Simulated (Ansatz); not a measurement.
**SiGeHO (quartet): the correlation ladder, cc-pVDZ**

One table from this session's results is given with a row withheld; the runs are named, their logs left out.

Computed with Ansatz 0.2.0, Gaussian basis. Level: cc-pVDZ, core rule «outside noble gas», up to 20 orbitals frozen.

To be run: UHF; CCSD(T) on ROHF; CCSD(T) on UHF; BCCD(T) on ROHF; CISD as a restricted active space (open shells left free, so some higher excitations enter); CCSDT(Q) on ROHF; CCSDT(Q) on UHF.

20 further runs of the same task are left out: 8 that didn't finish, 12 set aside as unsound or not needed. Runs told in other sessions of the task aren't counted.

## The system

The geometry is a PBE0/def2-TZVP stationary point (not a proven minimum) of the parent state, kept for this charge and spin. No spin-orbit coupling is included. The filled d shell of Ge may be among the frozen orbitals whatever the setting's name suggests.

4 atoms, charge 0, spin multiplicity 4.

Atoms are counted from 1 here; the program's logs count them from 0.

Bond lengths: O1–Ge2 2.096 Å, O1–Si3 1.804 Å, O1–H4 0.961 Å, Ge2–Si3 2.348 Å. Angles: Ge2–O1–Si3 73.6°, Ge2–O1–H4 126.9°, Si3–O1–H4 121.7°, O1–Ge2–Si3 47.5°, O1–Si3–Ge2 58.9°.

The first run:

Input file in.yaml:

```yaml
crystal:
  periodic: [false, false, false]
  atoms:
    - {symbol: O, position_ang: [0.093715, -1.138331, 0.921655]}
    - {symbol: Ge, position_ang: [-0.008184, 0.055836, -0.797363]}
    - {symbol: Si, position_ang: [-0.012828, 0.568824, 1.494196]}
    - {symbol: H, position_ang: [-0.540319, -1.804678, 1.199745]}
basis:
  gaussian: {orbitals: cc-pVDZ}
magnetization: {spin_polarized: true, initial_magnetization: 3}
hamiltonian: {xc: hf}
output: {orbitals: {seedname: orbitals}}
```

Command:

```
> ansatz run in.yaml --threads 1 --pin off --events-out ev --progress --plain --max-ram 2393MiB
```

Among the steps run: UHF; CCSD(T) on ROHF; CCSD(T) on UHF; BCCD(T) on ROHF; CISD as a restricted active space (open shells left free, so some higher excitations enter); CCSDT(Q) on ROHF; CCSDT(Q) on UHF.

One table of the session follows, with a row left open; its other results are not shown here.

```
   method  from UCCSDT(Q) (meV)
     ROHF               +9872.7
      UHF                     ?
     RMP2               +1119.8
     UMP2               +1181.6
    RCCSD                +361.3
    UCCSD                +350.1
 RCCSD(T)                 +66.9
 UCCSD(T)                 +63.0
  BCCD(T)                 +64.1
   RCCSDT                 +36.7
   UCCSDT                 +30.0
RCCSDT(Q)                  +9.3
UCCSDT(Q)                     0
```

Q: Estimate the row for UHF from the others.

As computed: from UCCSDT(Q) (meV): +9580.9. In the column «from UCCSDT(Q) (meV)» it lies between UMP2 (+1181.6) and ROHF (+9872.7).

Not comparable, so not listed: CISD as a restricted active space (open shells left free, so some higher excitations enter) (they don't share determinant, frozen orbitals or solution with the rows shown, or repeat one).

Limits of these values: Restricted and unrestricted rows rest on different reference determinants; a gap between their highest levels can come from leftover correlation error, from unlike frozen cores or from another state.
